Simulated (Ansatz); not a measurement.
**CH5FOSn: one species, many methods**

The task here is to estimate one member of a computed series from the others.

Program: Ansatz 0.2.0, Gaussian basis. Level of theory: functionals in def2-TZVPP, the program's frozen cores in correlated methods. These are calculated values, not measurements.

Levels to be run: LDA (SPW92), PBE-D4, revPBE-D4, BLYP-D4, r2SCAN-D4, B97M-V, PBE0-D4, B3LYP-D4, r2SCANh-D4, r2SCAN0-D4, HSE06-D4, BHLYP-D4, CAM-B3LYP-D4, LC-ωPBE, ωB97X-V, ωB97M-V, B2PLYP, PBE-QIDH; CCSD(T)/def2-SVP; CCSD(T)/def2-TZVPP; MP2/def2-QZVPP; extrapolation to the limit; RPA on PBE.

### The relaxed structure

An earlier PBE0-D4 in a triple-zeta def2 set relaxation fixed the geometry. Sn takes the def2 core potential; no spin-orbit term is included.

SMILES `FC[O][SnH3]`, 9 atoms, charge 0, spin multiplicity 1.

Atoms are counted from 1 here; the program's logs count them from 0.

Bond lengths: F1–C2 1.398 Å, C2–O3 1.354 Å, C2–H5 1.100 Å, C2–H6 1.095 Å, O3–Sn4 1.991 Å, Sn4–H7 1.705 Å, Sn4–H8 1.700 Å, Sn4–H9 1.699 Å. Angles: F1–C2–O3 110.7°, F1–C2–H5 105.2°, F1–C2–H6 106.7°, O3–C2–H5 113.4°, O3–C2–H6 109.7°, H5–C2–H6 110.9°, C2–O3–Sn4 118.4°, O3–Sn4–H7 106.3°, O3–Sn4–H8 101.6°, O3–Sn4–H9 108.3°, H7–Sn4–H8 113.4°, H7–Sn4–H9 113.3°, H8–Sn4–H9 112.8°.

The first run:

Input file in.yaml:

```yaml
crystal:
  periodic: [false, false, false]
  atoms:
    - {symbol: F, position_ang: [-0.596847, 1.754227, 0.031540]}
    - {symbol: C, position_ang: [-1.291528, 0.566082, 0.277774]}
    - {symbol: O, position_ang: [-0.736035, -0.463401, -0.404966]}
    - {symbol: Sn, position_ang: [1.239317, -0.701519, -0.319738]}
    - {symbol: H, position_ang: [-1.258848, 0.433971, 1.369333]}
    - {symbol: H, position_ang: [-2.319121, 0.724557, -0.066123]}
    - {symbol: H, position_ang: [1.690147, -0.390322, 1.294837]}
    - {symbol: H, position_ang: [1.407831, -2.333090, -0.765294]}
    - {symbol: H, position_ang: [1.953484, 0.363093, -1.434363]}
basis:
  gaussian: {orbitals: def2-TZVPP}
hamiltonian: {xc: lda}
output: {orbitals: {seedname: orbitals}}
```

Among the steps run: LDA; PBE-D4 (GGA); revPBE-D4 (GGA); BLYP-D4 (GGA); r2SCAN-D4 (meta-GGA); B97M-V (meta-GGA); PBE0-D4 (hybrid); B3LYP-D4 (hybrid); r2SCANh-D4 (hybrid); r2SCAN0-D4 (hybrid); HSE06-D4 (hybrid); BHLYP-D4 (hybrid); CAM-B3LYP-D4 (range-separated); LC-ωPBE (range-separated); ωB97X-V (range-separated); ωB97M-V (range-separated); B2PLYP (double hybrid); PBE-QIDH (double hybrid).

One table of the session follows, with a row left open; its other results are not shown here.

It belongs to the step «Orbital energies across the functionals». 

```
  functional  HOMO (eV)  gap (eV)
 LDA (SPW92)      -6.58      5.03
      PBE-D4      -6.46      5.17
   revPBE-D4      -6.41      5.22
     BLYP-D4      -6.40      5.17
   r2SCAN-D4      -6.78      5.87
      B97M-V      -6.95      5.79
     PBE0-D4      -8.01      7.51
    B3LYP-D4      -7.80      7.04
  r2SCANh-D4      -7.36      6.72
  r2SCAN0-D4      -8.24      7.98
    HSE06-D4          ?         ?
    BHLYP-D4      -9.53      9.72
CAM-B3LYP-D4      -9.47      9.81
     LC-ωPBE     -10.77     12.23
     ωB97X-V     -10.46     11.79
     ωB97M-V     -10.38     11.35
```

**Question.** Estimate the row for HSE06-D4.

As computed: HOMO (eV): -7.60; gap (eV): 6.74. In the column «HOMO (eV)» it lies between B3LYP-D4 (-7.80) and r2SCANh-D4 (-7.36).
